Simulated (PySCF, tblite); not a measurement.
# C2H7ClSi2: dynamics, then NMR shifts on frames

Aim: move C2H7ClSi2 (`C=C[SiH2][SiH2]Cl`) away from its starting geometry and see how NMR shifts follow the geometry.

The runs use tblite 0.8.0 and PySCF 2.14.0, with density-fitted response routines of our own; the level of theory stands in each step. All values are computed, except where a source is named. Atoms count from 0, in the outputs and in this text.

## Step 1: The starting structure

12 atoms, charge 0, multiplicity 1; geometry from: GFN2-xTB.

Bonds of the start (Å): C0–C1 1.32, C1–Si2 1.88, Si2–Si3 2.32, Si3–Cl4 2.03, C0–H5 1.08, C0–H6 1.08, C1–H7 1.08, Si2–H8 1.47, Si2–H9 1.47, Si3–H10 1.47, Si3–H11 1.47.

## Step 2: A short Langevin run with GFN2-xTB

What the job is given:

```
{"job": {"kind": "md", "xc": "GFN2-xTB", "basis": "xTB", "temperature": 300, "steps": 2000, "every": 50, "frames": 5}, "charge": 0, "multiplicity": 1}
C     -2.019745     1.252239    -0.183269
C     -1.227627     0.448297     0.508454
Si    -0.147499    -0.907214    -0.229157
Si     2.087326    -0.323508    -0.012560
Cl     3.093900    -1.726447     1.054941
H     -2.612845     2.027913     0.277966
H     -2.112747     1.167566    -1.254122
H     -1.180689     0.583208     1.583927
H     -0.522700    -1.078998    -1.639580
H     -0.483800    -2.160444     0.463580
H      2.323330     0.940951     0.690171
H      2.804295    -0.224248    -1.286379
```

Level: GFN2-xTB Langevin dynamics, gas phase.

On the command line:

```
> OMP_NUM_THREADS=1 python probes_run.py task.json out
```

The driver reads the jobs from task.json and runs them one after another.

The log of the run:

```text
t/fs     T/K      E/eV
    0.0   261.5   -431.31571
   25.0   199.9   -431.08471
   50.0   293.9   -430.86622
   75.0   430.5   -431.01988
  100.0   296.1   -430.86938
  125.0   320.0   -430.96184
  150.0   376.3   -430.92556
  175.0   263.5   -430.82988
  200.0   284.5   -430.87164
  225.0   335.1   -430.96407
  250.0   250.2   -430.83927
  275.0   285.3   -430.92820
  300.0   191.1   -430.83109
  325.0   270.4   -430.99767
  350.0   358.3   -430.98702
  375.0   210.8   -430.92443
  400.0   385.2   -430.95247
  425.0   366.6   -430.80857
  450.0   423.9   -430.74622
  475.0   413.5   -430.88186
  500.0   360.2   -430.92870
  525.0   358.3   -430.91486
  550.0   251.8   -430.80917
  575.0   371.2   -430.99654
  600.0   290.8   -430.96195
  625.0   369.8   -431.02059
  650.0   391.8   -431.02337
  675.0   187.8   -430.89626
  700.0   256.7   -431.02760
  725.0   227.1   -430.93710
  750.0   285.2   -431.09988
  775.0   154.6   -430.95586
  800.0   315.3   -431.11170
  825.0   280.6   -431.06526
  850.0   281.8   -430.97529
  875.0   317.7   -431.01134
  900.0   270.6   -431.03350
  925.0   330.9   -430.96351
  950.0   258.7   -430.84796
  975.0   406.3   -431.07901
 1000.0   368.3   -430.99913
```

Run time: 14 s. Hardware: 1 thread of Intel Xeon at 2.60GHz, shared host; peak memory 0.18 GiB.

Distance from the start (root mean square after alignment): 0 fs 0.00 Å, 200 fs 0.24 Å, 400 fs 0.56 Å, 600 fs 1.06 Å, 800 fs 1.31 Å, 1000 fs 1.29 Å.

Positions (Å) and forces (eV/Å) at 1000 fs:

```xyz
12

C    -2.427   -0.267    1.424   -2.103    0.781    1.365
C    -1.773   -0.946    0.550    1.476   -1.392   -1.442
Si   -0.081   -1.728    0.694    0.352   -0.834   -0.174
Si    1.636   -0.245    0.264    0.268    0.352    0.688
Cl    2.938   -0.246    1.881   -0.313    0.080   -0.370
H    -3.329    0.243    1.129   -0.304    0.160    0.060
H    -2.326   -0.361    2.480    0.667    0.392    0.467
H    -2.177   -1.017   -0.443    0.033    0.376   -0.502
H     0.018   -2.628   -0.490   -0.144    0.005    0.171
H     0.098   -2.647    1.844   -0.114    0.328   -0.090
H     1.285    1.175    0.023    0.114   -0.318    0.022
H     2.476   -0.735   -0.818    0.068    0.070   -0.194
```

## Step 3: NMR shieldings: 250 fs, PBE0/pcSseg-1

What the job is given:

```
{"job": {"kind": "nmr", "xc": "PBE0", "basis": "pcSseg-1", "pop": false}, "charge": 0, "multiplicity": 1}
C     -2.448800     0.791200    -0.665700
C     -1.700100     0.632600     0.409900
Si    -0.490700    -0.836100     0.680900
Si     1.691000    -0.106800     0.183700
Cl     2.819800    -0.751000     1.743000
H     -3.236800     1.444500    -0.747000
H     -2.033200     0.292000    -1.564100
H     -1.913200     1.296600     1.237100
H     -0.678500    -2.017300    -0.308100
H     -0.805700    -1.353000     2.003600
H      1.595900     1.365400     0.152100
H      2.261800    -0.420800    -1.188800
```

Level: GIAO PBE0/pcSseg-1 NMR shielding, non-relativistic, gas phase.

The log of the run:

```text
coarse grid: 11384 points
cycle   1  E = -1118.9931175649  dE =  2.068e-01  |g| = 3.591e-01  |ddm| = 3.076e+00
cycle   2  E = -1118.9844893490  dE =  8.628e-03  |g| = 4.015e-01  |ddm| = 7.440e-01
cycle   3  E = -1119.0284632941  dE = -4.397e-02  |g| = 2.041e-02  |ddm| = 4.282e-01
cycle   4  E = -1119.0285592519  dE = -9.596e-05  |g| = 1.062e-02  |ddm| = 3.089e-02
cycle   5  E = -1119.0285826362  dE = -2.338e-05  |g| = 5.214e-03  |ddm| = 1.331e-02
cycle   6  E = -1119.0285892003  dE = -6.564e-06  |g| = 1.423e-03  |ddm| = 4.878e-03
final grid: 95624 points
cycle   7  E = -1119.0564077799  dE = -1.838e-05  |g| = 5.810e-03  |ddm| = 1.669e-02
cycle   8  E = -1119.0564039028  dE =  3.877e-06  |g| = 6.669e-03  |ddm| = 1.003e-02
cycle   9  E = -1119.0564155882  dE = -1.169e-05  |g| = 1.068e-03  |ddm| = 5.941e-03
cycle  10  E = -1119.0564158456  dE = -2.573e-07  |g| = 3.559e-04  |ddm| = 1.088e-03
cycle  11  E = -1119.0564158789  dE = -3.334e-08  |g| = 3.500e-05  |ddm| = 3.193e-04
cycle  12  E = -1119.0564158792  dE = -2.933e-10  |g| = 9.247e-06  |ddm| = 5.292e-05
converged SCF energy = -1119.0564158792

GIAO shielding tensors (ppm)
atom      isotropic    diamagn.    paramagn.     s11        s22        s33       span
  0 C       40.654     256.969    -216.315    -89.726     49.717    161.972    251.697
  1 C       43.974     259.926    -215.952    -76.160     38.478    169.603    245.763
  2 Si     415.555     880.716    -465.161    369.414    380.734    496.518    127.104
  3 Si     378.960     878.354    -499.394    327.443    350.233    459.204    131.761
  4 Cl    1035.340    1147.671    -112.332    946.092   1069.739   1090.187    144.095
  5 H       25.754      31.132      -5.378     21.557     26.171     29.534      7.977
  6 H       25.261      31.686      -6.425     21.388     23.402     30.994      9.606
  7 H       25.295      30.727      -5.431     23.240     25.057     27.590      4.350
  8 H       26.274      28.628      -2.355     23.360     25.054     30.407      7.047
  9 H       27.399      29.567      -2.167     24.259     26.157     31.781      7.522
 10 H       26.342      29.548      -3.206     23.062     25.359     30.604      7.543
 11 H       25.699      27.933      -2.234     22.313     24.253     30.530      8.217
```

Run time: 11 s. Hardware: 1 thread of Intel Xeon at 2.60GHz, shared host; peak memory 0.7 GiB.

Shifts follow as δ = σ(reference) − σ, with reference shieldings (ppm) from runs at the same level and on the same kind of geometry: ¹H TMS 31.72, ¹³C TMS 186.9, ²⁹Si TMS 349.2, ³⁵Cl HCl 950. The references are single molecules in the gas phase. Each atom is listed at this fixed geometry, with no averaging over motion; a spectrum would average atoms that exchange fast.

```
atoms                             environment  σ (ppm)  δ (ppm)
   C0                    terminal =CH2 carbon     40.7    146.3
   C1                               alkene CH     44.0    143.0
   H6      hydrogen on a terminal =CH2 carbon    25.26     6.46
   H7                hydrogen on an alkene CH    25.30     6.42
  H11  hydrogen on a silicon bonded to Cl, Si    25.70     6.02
   H5      hydrogen on a terminal =CH2 carbon    25.75     5.96
   H8   hydrogen on a silicon bonded to C, Si    26.27     5.44
  H10  hydrogen on a silicon bonded to Cl, Si    26.34     5.38
   H9   hydrogen on a silicon bonded to C, Si    27.40     4.32
  Si3           silicon bonded to Cl, Si, 2 H    379.0    -29.8
  Si2            silicon bonded to C, Si, 2 H    415.6    -66.4
  Cl4                   chlorine bonded to Si     1035      -86
```

## Step 4: Nuclear shieldings: 425 fs, PBE0/pcSseg-1

What the job is given:

```
{"job": {"kind": "nmr", "xc": "PBE0", "basis": "pcSseg-1", "pop": false}, "charge": 0, "multiplicity": 1}
C     -2.148300     0.711800    -0.200000
C     -1.868200     0.033600     0.906800
Si    -0.754600    -1.385600     1.088300
Si     1.336500    -0.493600     0.386700
Cl     2.862700    -0.299900     1.796300
H     -2.798600     1.580100    -0.319000
H     -1.687100     0.258600    -1.100700
H     -2.218300     0.342800     1.875600
H     -1.219400    -2.303800    -0.008800
H     -1.056600    -1.921900     2.354200
H      0.905100     0.943400     0.178100
H      1.980000    -0.951000    -0.897200
```

Level: GIAO PBE0/pcSseg-1 NMR shielding, non-relativistic, gas phase.

The log of the run:

```text
coarse grid: 11384 points
cycle   1  E = -1118.9859561688  dE =  2.214e-01  |g| = 3.894e-01  |ddm| = 3.071e+00
cycle   2  E = -1118.9696671741  dE =  1.629e-02  |g| = 4.619e-01  |ddm| = 9.230e-01
cycle   3  E = -1119.0286797554  dE = -5.901e-02  |g| = 3.879e-02  |ddm| = 5.357e-01
cycle   4  E = -1119.0287568969  dE = -7.714e-05  |g| = 3.479e-02  |ddm| = 5.762e-02
cycle   5  E = -1119.0290757789  dE = -3.189e-04  |g| = 3.636e-03  |ddm| = 2.961e-02
cycle   6  E = -1119.0290792375  dE = -3.459e-06  |g| = 1.034e-03  |ddm| = 5.260e-03
final grid: 95624 points
cycle   7  E = -1119.0563059067  dE = -1.856e-05  |g| = 5.131e-03  |ddm| = 1.751e-02
cycle   8  E = -1119.0563042857  dE =  1.621e-06  |g| = 5.347e-03  |ddm| = 9.360e-03
cycle   9  E = -1119.0563120330  dE = -7.747e-06  |g| = 4.250e-04  |ddm| = 5.388e-03
cycle  10  E = -1119.0563120710  dE = -3.806e-08  |g| = 9.348e-05  |ddm| = 5.289e-04
cycle  11  E = -1119.0563120729  dE = -1.870e-09  |g| = 4.897e-05  |ddm| = 1.359e-04
cycle  12  E = -1119.0563120735  dE = -6.087e-10  |g| = 1.087e-05  |ddm| = 4.332e-05
converged SCF energy = -1119.0563120735

GIAO shielding tensors (ppm)
atom      isotropic    diamagn.    paramagn.     s11        s22        s33       span
  0 C       37.004     255.812    -218.807    -90.173     40.699    160.487    250.660
  1 C       46.018     262.038    -216.020    -67.383     16.818    188.620    256.002
  2 Si     428.637     882.097    -453.460    400.650    412.810    472.452     71.802
  3 Si     349.947     878.057    -528.110    288.913    354.675    406.252    117.339
  4 Cl    1019.119    1147.642    -128.523    960.340   1019.255   1077.762    117.422
  5 H       24.366      28.817      -4.451     21.431     24.645     27.023      5.592
  6 H       25.403      32.498      -7.095     20.997     24.173     31.040     10.042
  7 H       25.054      30.824      -5.770     22.389     24.957     27.815      5.427
  8 H       27.063      29.188      -2.125     23.822     25.482     31.884      8.062
  9 H       28.120      30.364      -2.244     24.738     26.206     33.417      8.678
 10 H       25.810      30.250      -4.440     21.904     25.780     29.746      7.842
 11 H       25.470      28.180      -2.709     21.546     24.619     30.247      8.701
```

Run time: 12 s. Hardware: 1 thread of Intel Xeon at 2.60GHz, shared host; peak memory 0.72 GiB.

Key values: δ C0 149.9, C1 140.9, Si3 -0.8, Si2 -79.5, H5 7.35, H7 6.66 ppm.

## Step 5: Nuclear shieldings: 625 fs, PBE0/pcSseg-1

What the job is given:

```
{"job": {"kind": "nmr", "xc": "PBE0", "basis": "pcSseg-1", "pop": false}, "charge": 0, "multiplicity": 1}
C     -2.253000     0.197600     0.405100
C     -2.075200    -0.917800     1.076000
Si    -0.374000    -1.622100     1.253200
Si     1.403300    -0.601000     0.168600
Cl     2.773200     0.245800     1.456400
H     -3.280400     0.567000     0.277400
H     -1.483200     0.785700    -0.029700
H     -2.893000    -1.432200     1.544600
H     -0.303300    -3.081300     0.802800
H     -0.200500    -1.699700     2.732100
H      1.353800     0.372100    -0.969300
H      2.083400    -1.836000    -0.181300
```

With the program's defaults for keys left out, this is: GIAO PBE0/pcSseg-1 NMR shielding, non-relativistic, gas phase.

The log of the run:

```text
coarse grid: 11384 points
cycle   1  E = -1118.9964659038  dE =  2.562e-01  |g| = 3.732e-01  |ddm| = 3.081e+00
cycle   2  E = -1118.9868778201  dE =  9.588e-03  |g| = 4.233e-01  |ddm| = 8.600e-01
cycle   3  E = -1119.0353796874  dE = -4.850e-02  |g| = 3.778e-02  |ddm| = 4.968e-01
cycle   4  E = -1119.0355328383  dE = -1.532e-04  |g| = 3.010e-02  |ddm| = 5.422e-02
cycle   5  E = -1119.0357615002  dE = -2.287e-04  |g| = 4.427e-03  |ddm| = 2.494e-02
cycle   6  E = -1119.0357674953  dE = -5.995e-06  |g| = 9.904e-04  |ddm| = 7.394e-03
final grid: 95624 points
cycle   7  E = -1119.0635239995  dE = -1.907e-05  |g| = 5.376e-03  |ddm| = 1.547e-02
cycle   8  E = -1119.0635221714  dE =  1.828e-06  |g| = 5.632e-03  |ddm| = 9.557e-03
cycle   9  E = -1119.0635307027  dE = -8.531e-06  |g| = 4.699e-04  |ddm| = 5.423e-03
cycle  10  E = -1119.0635307376  dE = -3.486e-08  |g| = 2.371e-04  |ddm| = 5.393e-04
cycle  11  E = -1119.0635307523  dE = -1.470e-08  |g| = 3.091e-05  |ddm| = 2.040e-04
cycle  12  E = -1119.0635307525  dE = -2.176e-10  |g| = 7.255e-06  |ddm| = 3.594e-05
converged SCF energy = -1119.0635307525

GIAO shielding tensors (ppm)
atom      isotropic    diamagn.    paramagn.     s11        s22        s33       span
  0 C       42.717     254.345    -211.629    -84.778     53.133    159.795    244.574
  1 C       49.379     263.292    -213.914    -70.734     37.832    181.038    251.772
  2 Si     402.581     880.331    -477.751    337.685    402.482    467.574    129.889
  3 Si     382.187     877.029    -494.842    305.065    374.140    467.356    162.291
  4 Cl    1052.710    1147.581     -94.872    981.480   1073.934   1102.715    121.235
  5 H       25.186      27.587      -2.402     22.115     23.745     29.697      7.582
  6 H       25.431      33.865      -8.433     21.769     24.942     29.583      7.814
  7 H       25.069      29.104      -4.035     23.107     24.804     27.298      4.191
  8 H       26.465      28.081      -1.616     22.888     25.398     31.108      8.219
  9 H       26.666      28.270      -1.604     23.403     25.913     30.681      7.278
 10 H       25.684      27.941      -2.257     21.503     24.452     31.098      9.595
 11 H       26.287      28.360      -2.073     21.759     25.872     31.230      9.471
```

Run time: 11 s. Hardware: 1 thread of Intel Xeon at 2.60GHz, shared host; peak memory 0.72 GiB.

In short: δ C0 144.2, C1 137.5, Si3 -33.0, Si2 -53.4, H7 6.65, H5 6.53 ppm.

## Step 6: Shielding tensors: 800 fs, PBE0/pcSseg-1

What the job is given:

```
{"job": {"kind": "nmr", "xc": "PBE0", "basis": "pcSseg-1", "pop": false}, "charge": 0, "multiplicity": 1}
C     -2.215900     0.364000     0.321000
C     -1.904000    -0.914100     0.445600
Si    -0.232800    -1.453700     1.101300
Si     1.367100    -0.183300     0.135300
Cl     2.951100    -0.043400     1.433300
H     -3.160200     0.743700    -0.017000
H     -1.507700     1.132400     0.516500
H     -2.648600    -1.651700     0.123500
H     -0.002300    -2.931200     0.929400
H     -0.286200    -1.172500     2.510400
H      0.743400     1.134700    -0.278300
H      1.883000    -0.734200    -1.094700
```

With the program's defaults for keys left out, this is: GIAO PBE0/pcSseg-1 NMR shielding, non-relativistic, gas phase.

The log of the run:

```text
coarse grid: 11384 points
cycle   1  E = -1119.0078243801  dE =  2.777e-01  |g| = 3.501e-01  |ddm| = 3.080e+00
cycle   2  E = -1119.0011241833  dE =  6.700e-03  |g| = 3.873e-01  |ddm| = 7.312e-01
cycle   3  E = -1119.0416033249  dE = -4.048e-02  |g| = 2.233e-02  |ddm| = 4.134e-01
cycle   4  E = -1119.0416667805  dE = -6.346e-05  |g| = 1.735e-02  |ddm| = 3.471e-02
cycle   5  E = -1119.0417389690  dE = -7.219e-05  |g| = 5.058e-03  |ddm| = 1.681e-02
cycle   6  E = -1119.0417456524  dE = -6.683e-06  |g| = 1.142e-03  |ddm| = 5.524e-03
final grid: 95624 points
cycle   7  E = -1119.0693010146  dE = -2.006e-05  |g| = 5.585e-03  |ddm| = 1.704e-02
cycle   8  E = -1119.0692986924  dE =  2.322e-06  |g| = 6.012e-03  |ddm| = 9.510e-03
cycle   9  E = -1119.0693083793  dE = -9.687e-06  |g| = 6.511e-04  |ddm| = 5.532e-03
cycle  10  E = -1119.0693084513  dE = -7.195e-08  |g| = 3.441e-04  |ddm| = 7.876e-04
cycle  11  E = -1119.0693084825  dE = -3.123e-08  |g| = 3.308e-05  |ddm| = 2.828e-04
cycle  12  E = -1119.0693084828  dE = -2.565e-10  |g| = 8.502e-06  |ddm| = 4.476e-05
converged SCF energy = -1119.0693084828

GIAO shielding tensors (ppm)
atom      isotropic    diamagn.    paramagn.     s11        s22        s33       span
  0 C       40.481     256.617    -216.136    -86.070     38.559    168.953    255.024
  1 C       54.071     261.027    -206.956    -64.005     44.292    181.924    245.929
  2 Si     431.321     881.239    -449.918    402.560    423.796    467.607     65.047
  3 Si     376.472     878.959    -502.488    321.691    350.071    457.653    135.963
  4 Cl    1045.249    1147.736    -102.487    977.675   1060.732   1097.340    119.665
  5 H       25.184      29.431      -4.248     22.540     24.813     28.198      5.658
  6 H       25.751      34.035      -8.285     21.751     25.004     30.497      8.746
  7 H       25.171      29.029      -3.857     24.057     24.727     26.730      2.672
  8 H       27.041      28.341      -1.301     23.580     25.615     31.927      8.347
  9 H       27.774      29.636      -1.863     24.425     26.608     32.287      7.862
 10 H       26.008      29.556      -3.548     22.258     25.328     30.438      8.180
 11 H       26.720      29.587      -2.867     22.884     25.293     31.984      9.100
```

Wall time 12 s (1 thread of Intel Xeon at 2.60GHz, shared host); peak memory 0.72 GiB.

This run: δ C0 146.4, C1 132.9, Si3 -27.3, Si2 -82.2, H7 6.55, H5 6.53 ppm.

## Step 7: NMR shieldings: 1000 fs, PBE0/pcSseg-1

What the job is given:

```
{"job": {"kind": "nmr", "xc": "PBE0", "basis": "pcSseg-1", "pop": false}, "charge": 0, "multiplicity": 1}
C     -2.427100    -0.267200     1.424300
C     -1.773000    -0.945600     0.549700
Si    -0.080700    -1.727600     0.693700
Si     1.636200    -0.245200     0.264000
Cl     2.938400    -0.245900     1.880900
H     -3.328900     0.243100     1.129400
H     -2.326000    -0.360600     2.480200
H     -2.176900    -1.017200    -0.442600
H      0.018200    -2.628300    -0.489900
H      0.098400    -2.646700     1.844400
H      1.284900     1.175000     0.022800
H      2.476400    -0.734600    -0.817900
```

With the program's defaults for keys left out, this is: GIAO PBE0/pcSseg-1 NMR shielding, non-relativistic, gas phase.

The log of the run:

```text
coarse grid: 11384 points
cycle   1  E = -1118.9936634433  dE =  2.933e-01  |g| = 3.865e-01  |ddm| = 3.096e+00
cycle   2  E = -1118.9822886545  dE =  1.137e-02  |g| = 4.401e-01  |ddm| = 8.651e-01
cycle   3  E = -1119.0350033284  dE = -5.271e-02  |g| = 2.142e-02  |ddm| = 5.048e-01
cycle   4  E = -1119.0351194904  dE = -1.162e-04  |g| = 1.033e-02  |ddm| = 3.971e-02
cycle   5  E = -1119.0351444326  dE = -2.494e-05  |g| = 4.848e-03  |ddm| = 1.407e-02
cycle   6  E = -1119.0351500035  dE = -5.571e-06  |g| = 1.402e-03  |ddm| = 5.249e-03
final grid: 95624 points
cycle   7  E = -1119.0627024830  dE = -1.962e-05  |g| = 5.832e-03  |ddm| = 1.665e-02
cycle   8  E = -1119.0626982553  dE =  4.228e-06  |g| = 6.783e-03  |ddm| = 1.066e-02
cycle   9  E = -1119.0627102819  dE = -1.203e-05  |g| = 9.977e-04  |ddm| = 6.345e-03
cycle  10  E = -1119.0627105017  dE = -2.198e-07  |g| = 3.426e-04  |ddm| = 1.038e-03
cycle  11  E = -1119.0627105322  dE = -3.056e-08  |g| = 3.129e-05  |ddm| = 3.147e-04
cycle  12  E = -1119.0627105325  dE = -2.181e-10  |g| = 8.930e-06  |ddm| = 4.800e-05
converged SCF energy = -1119.0627105325

GIAO shielding tensors (ppm)
atom      isotropic    diamagn.    paramagn.     s11        s22        s33       span
  0 C       45.808     249.228    -203.421    -76.250     44.843    168.830    245.081
  1 C       56.776     262.737    -205.961    -56.398     44.892    181.835    238.233
  2 Si     433.437     880.535    -447.098    397.566    422.541    480.202     82.636
  3 Si     369.686     877.589    -507.903    322.057    360.306    426.695    104.638
  4 Cl    1046.886    1147.470    -100.584    986.089   1066.520   1088.048    101.959
  5 H       25.480      28.474      -2.994     22.426     24.426     29.587      7.161
  6 H       25.637      30.347      -4.710     22.196     25.446     29.268      7.072
  7 H       25.547      33.175      -7.628     23.472     24.559     28.611      5.140
  8 H       27.250      29.280      -2.030     24.125     25.855     31.772      7.647
  9 H       27.108      28.411      -1.303     23.919     25.858     31.547      7.628
 10 H       26.210      28.922      -2.712     22.459     25.172     30.999      8.540
 11 H       26.370      28.625      -2.255     22.020     25.389     31.700      9.680
```

Run time: 11 s. Hardware: 1 thread of Intel Xeon at 2.60GHz, shared host; peak memory 0.72 GiB.

In short: δ C0 141.1, C1 130.1, Si3 -20.5, Si2 -84.3, H5 6.24, H7 6.17 ppm.

## Step 8: Side by side: NMR shifts

Shifts (ppm) of some atoms, chosen among heavy atoms and hydrogens apart, with basis size and wall time:

```
  frame     C0     C1    H5    H9    Si3    Si2   Cl4  functions  time
 250 fs  146.3  143.0  5.96  4.32  -29.8  -66.4   -86        141  11 s
 425 fs  149.9  140.9  7.35  3.60   -0.8  -79.5   -69        141  12 s
 625 fs  144.2  137.5  6.53  5.05  -33.0  -53.4  -103        141  11 s
 800 fs  146.4  132.9  6.53  3.94  -27.3  -82.2   -95        141  12 s
1000 fs  141.1  130.1  6.24  4.61  -20.5  -84.3   -97        141  11 s
```

## Step 9: Outcome

```
                                       quantity                                         value
                                     thermostat                                         300 K
                  mean temperature, second half                                         302 K
        mean potential energy above the minimum                                       0.33 eV
 ¹³C shifts against TMS (PBE0/pcSseg-1, 250 fs)                              146.3, 143.0 ppm
  ¹H shifts against TMS (PBE0/pcSseg-1, 250 fs)  6.46, 6.42, 6.02, 5.96, 5.44, 5.38, 4.32 ppm
²⁹Si shifts against TMS (PBE0/pcSseg-1, 250 fs)                              -29.8, -66.4 ppm
³⁵Cl shifts against HCl (PBE0/pcSseg-1, 250 fs)                                       -86 ppm
                      range of the shift of Cl4                               -103 to -69 ppm
```

**Reading.** In the second half the potential energy averages 0.33 eV above the minimum; equipartition over 30 harmonic modes at 300 K would give 0.39 eV. With 12 atoms the temperature swings widely (155 to 430 K). Shifts at one fixed geometry are not the observed spectrum, which averages over the motion. In ppm, Cl4 moves most: its shift spreads over 34 ppm, from -103 (625 fs) to -69 (425 fs).
